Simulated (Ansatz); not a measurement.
# C2H3AlNO: the cost of one run

Method: UKS PBE/STO-3G, in Ansatz 0.2.0.

### Step 1. The system as given

Bond lengths: O1–C2 1.143 Å, C2–C3 1.329 Å, C3–N4 1.268 Å, N4–Al5 1.961 Å, N4–H6 1.033 Å, Al5–H7 1.522 Å, Al5–H8 1.526 Å. Angles: O1–C2–C3 158.4°, C2–C3–N4 142.1°, C3–N4–Al5 122.3°, C3–N4–H6 114.4°, Al5–N4–H6 123.2°, N4–Al5–H7 115.3°, N4–Al5–H8 110.9°, H7–Al5–H8 133.8°.

Coordinates:

```xyz
8

O    -0.0204   -2.1879    2.1544
C     0.1312   -1.2675    1.4942
C     0.5975   -0.0827    1.1148
N     0.5377    0.7594    0.1692
Al   -0.5583    0.4652   -1.4305
H     1.1114    1.6060    0.3146
H    -0.5173    1.5832   -2.4628
H    -1.2818   -0.8757   -1.3539
```

### Step 2. Relaxing the start

Contents of input.yaml:

```yaml
crystal:
  periodic: [false, false, false]
  atoms:
    - { symbol: O, position_ang: [-0.02037, -2.18791, 2.15443] }
    - { symbol: C, position_ang: [0.13117, -1.26753, 1.49423] }
    - { symbol: C, position_ang: [0.59747, -0.08267, 1.11478] }
    - { symbol: "N", position_ang: [0.53772, 0.75943, 0.1692] }
    - { symbol: Al, position_ang: [-0.55826, 0.46516, -1.43048] }
    - { symbol: H, position_ang: [1.1114, 1.60604, 0.31458] }
    - { symbol: H, position_ang: [-0.51733, 1.5832, -2.46279] }
    - { symbol: H, position_ang: [-1.28181, -0.87572, -1.35394] }
total_charge: 1
magnetization:
  spin_polarized: true
basis:
  gaussian: { orbitals: STO-3G }
hamiltonian:
  xc: pbe
relax:
  f_tol: 0.02
  max_steps: 40
output:
  orbitals: {}
```

Command:

```console
$ ansatz run input.yaml --threads 1 --pin off --max-ram 2048MiB --backend cpu --events-out ev --progress --plain --runs-dir out
```

Q: Estimate wall time and peak memory on 1 thread of Arm Neoverse V1, shared host.

About 35 s, with a peak of 0.16 GiB.
